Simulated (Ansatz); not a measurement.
**TlIn: response to biaxial strain in the a-b plane**

Aim: apply biaxial strain in the a-b plane to TlIn from -6 to +6 %, where the length and tilt of c and the atoms relax, and follow energy, stress and any gap.

Computed with Ansatz 0.2.0 (DFT PBEsol, scalar-relativistic, plane waves, PAW, unless a step's input says otherwise).

2 further runs of the same task are left out: 2 set aside as unsound or not needed.

### 1 The starting structure

Symmetry: R-3m, No. 166, trigonal system. The conventional cell has a = 3.362 Å, b = 3.362 Å, c = 16.536 Å, α = 90.00°, β = 90.00°, γ = 120.00°. Around Tl (site symmetry -3m) lie 6 Tl at 3.36 Å and 6 In at 3.37 Å. In (site symmetry -3m) has 6 In at 3.36 Å and 6 Tl at 3.37 Å as nearest neighbours.

Coordinates:

```
CELL_PARAMETERS angstrom
3.36203 0.00000 0.00000
-1.68102 2.91160 0.00000
0.00000 0.00000 16.53565
ATOMIC_POSITIONS crystal
Tl 0.66667 0.33333 0.83333
Tl 0.33333 0.66667 0.16667
Tl 0.00000 0.00000 0.50000
In 0.00000 0.00000 0.00000
In 0.66667 0.33333 0.33333
In 0.33333 0.66667 0.66667
```

It goes back to an entry of the Materials Project, which need not be the stable form.

The unstrained cell was computed beforehand with the same settings: E(σ→0) = -50463.1535 eV for 6 atoms, gap none (metal).

### 2 The cell strained by -2.0 %

Contents of input.yaml:

```yaml
crystal:
  lattice:
    - [3.2947901431, 0.0, 0.0]
    - [-1.6473950716, 2.8533719641, 0.0]
    - [0.0, 0.0, 16.7340739104]
  atoms:
    - { symbol: Tl, position: [0.6666666667, 0.3333333333, 0.8333333333] }
    - { symbol: Tl, position: [0.3333333333, 0.6666666667, 0.1666666667] }
    - { symbol: Tl, position: [0.0, 0.0, 0.5] }
    - { symbol: In, position: [0.0, 0.0, 0.0] }
    - { symbol: In, position: [0.6666666667, 0.3333333333, 0.3333333333] }
    - { symbol: In, position: [0.3333333333, 0.6666666667, 0.6666666667] }
basis:
  ecutwfc: 420
kpoints:
  mp_grid: { grid: [12, 12, 2] }
hamiltonian:
  xc: pbesol
scf:
  occupations: { method: gaussian, width: 0.1 }
output:
  forces: true
  stress: true
  eigenvalues: true
relax:
  adjacent_minimum: "off"
  f_tol: 0.008
  max_steps: 40
  cell: { stress_tol: 0.015, fix: [a, b, gamma] }
```

On the command line:

```
$ ansatz run input.yaml --threads 1 --pin off --max-ram 1331MiB --backend cpu --events-out ev --progress --plain --runs-dir out
```

Further runs follow: strain +2.0 %; At -4.0 %; strain +4.0 %; At -6.0 %; the cell strained by +6.0 %.

Before running it: what results should come out? Wanted: (1/V) d²E/dε² at zero strain, cubic fit.

The runs gave:

```
                               quantity                    value
                    largest energy cost  45.0 meV/atom at -6.0 %
(1/V) d²E/dε² at zero strain, cubic fit                  118 GPa
```

**Reading.** The stress does not run one way along the series, so the crystal is soft here and the free axes or atoms switch branch. The curvature of the energy, 118 GPa, is twice the biaxial modulus. Compression by 6 % costs 45.0 meV/atom and stretching 26.6. On this cell's mesh the unstrained reference holds a stress of up to 0.36 GPa. Spin-orbit coupling is left out for Tl.
